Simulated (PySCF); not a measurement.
# From one method to the next for PtH

Aim: see what other levels and later steps give for PtH.

Computed with PySCF 2.14.0. Level: method and basis as typed in the scripts.

2 further runs of the same task are left out: 2 that didn't finish.

## Step 1: The system as given

PtH: 2 atoms, charge 0, spin multiplicity 2.

Bond lengths: H1–Pt2 1.495 Å.

## Step 2: Base script

input.py

```python
from pyscf import gto, dft

mol = gto.M(
    atom='H 0 0 0; Pt 0 0 1.495',
    basis='sbkjc',
    ecp={'Pt': 'sbkjc'},
    charge=0,
    spin=1,
    verbose=3,
)
mf = dft.UKS(mol, xc='o3lyp')
mf.level_shift = 0.3
mf.kernel()
mf.dip_moment()
print('orbital energies (hartree):', [e[max(0, n-3):n+3].round(4) for e, n in zip(mf.mo_energy, mol.nelec)])
```

Run with:

```
> python input.py
```

## Step 3: Wb97x

Edit 1 changes functional: o3lyp → wb97x.

Changes to input.py since step 2:

```diff
@@ -10,3 +10,3 @@
 )
-mf = dft.UKS(mol, xc='o3lyp')
+mf = dft.UKS(mol, xc='wb97x')
 mf.level_shift = 0.3
```

## Step 4: TDA

Edit 2 changes step after the SCF: none → tda; number of roots: none → 3.

Changes to input.py since step 2:

```diff
@@ -1,2 +1,2 @@
-from pyscf import gto, dft
+from pyscf import gto, dft, tdscf
 
@@ -13,2 +13,6 @@
 mf.kernel()
+td = tdscf.TDA(mf)
+td.nstates = 3
+td.kernel()
+td.analyze(verbose=3)
 mf.dip_moment()
```

## Step 5: MP2 (UHF)

Edit 3 changes step after the SCF: none → mp2; SCF type: UKS → UHF; functional: o3lyp → none (Hartree–Fock).

Changes to input.py since step 2:

```diff
@@ -1,2 +1,2 @@
-from pyscf import gto, dft
+from pyscf import gto, scf, mp
 
@@ -10,5 +10,6 @@
 )
-mf = dft.UKS(mol, xc='o3lyp')
+mf = scf.UHF(mol)
 mf.level_shift = 0.3
 mf.kernel()
+mp.MP2(mf).kernel()
 mf.dip_moment()
```

## Step 6: Pw6b95

Edit 4 changes functional: o3lyp → pw6b95.

Changes to input.py since step 2:

```diff
@@ -10,3 +10,3 @@
 )
-mf = dft.UKS(mol, xc='o3lyp')
+mf = dft.UKS(mol, xc='pw6b95')
 mf.level_shift = 0.3
```

Q: Predict the outcome of this session. Wanted: for each run, E(SCF); from base; SCF dipole; after the SCF.

**Answer**, as computed:

| run | E(SCF) (hartree) | from base (eV) | SCF dipole (D) | after the SCF |
| --- | --- | --- | --- | --- |
| base | -120.427446 | 0 | 1.12 | n/a |
| wb97x | -120.257393 | not comparable | 1.56 | n/a |
| TDA | -120.427446 | 0.0000 | 1.12 | lowest root found 0.35 eV |
| MP2 (UHF) | -119.394909 | not comparable | 2.30 | MP2 correlation -4.070 eV |
| pw6b95 | -120.321471 | not comparable | 1.28 | n/a |

A lower total energy from another functional means nothing by itself.
